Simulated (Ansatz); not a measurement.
# CuI (Marshite): the cost of one run

Program: the Python package of Ansatz 0.2.0. The levels of theory stand in the script. These are calculated values, not measurements.

The COD entry's cell or inner coordinates are ideal or old and differ from later refinements, so a difference from it is no clean test against experiment.

**1. The system**

Symmetry: F-43m, No. 216, cubic system. The conventional cell has a = 6.063 Å, b = 6.063 Å, c = 6.063 Å, α = 90.00°, β = 90.00°, γ = 90.00°. Cu (site symmetry -43m) is surrounded by 4 I at 2.63 Å. I (site symmetry -43m) has 4 Cu at 2.63 Å as nearest neighbours.

No structure file is read: the coordinates are typed or built in the script.

**2. Script**

File ddh_cui.py:

```python
"""A hybrid whose exact exchange is one over the dielectric constant of CuI."""

import warnings

import ansatz as az
import numpy as np


def count_gap(report):
    # lowest empty less highest filled band, counting bands; zero where they overlap
    return max(report.get("gap_by_band_count_ev") or 0.0, 0.0)


def main() -> None:
    warnings.simplefilter("ignore", az.DeckWarning)

    crystal = (
        az.Lattice.fcc(6.063)
        .space_group(216)
        .atom("Cu", (0.25, 0.25, 0.75))
        .atom("I", (0.0, 0.0, 0.0))
        .primitive()
    )

    model = crystal.calculation().basis(550).kpoints(4).occupations("fixed").band_table()
    semilocal = model.functional("pbe").run(threads=1, backend="cpu").report
    hybrid = model.functional(exchange="pbe", correlation="pbe", exact_fraction="inverse_dielectric").run(threads=1, backend="cpu").report
    alpha = hybrid["hybrid"]["exact_exchange_fraction"]
    print(f"fraction of exact exchange {alpha:.4f}, so eps_inf = {1 / alpha:.2f}")
    print(f"gap by band count: {count_gap(semilocal):.3f} eV semilocal, {count_gap(hybrid):.3f} eV hybrid")


if __name__ == "__main__":
    main()
```

**3. Launch**

The run is started by

```console
$ python ddh_cui.py
```

What time and memory should one allow on 1 thread of Arm Neoverse V1, shared host?

About 62 s, with a peak of 1.3 GiB.
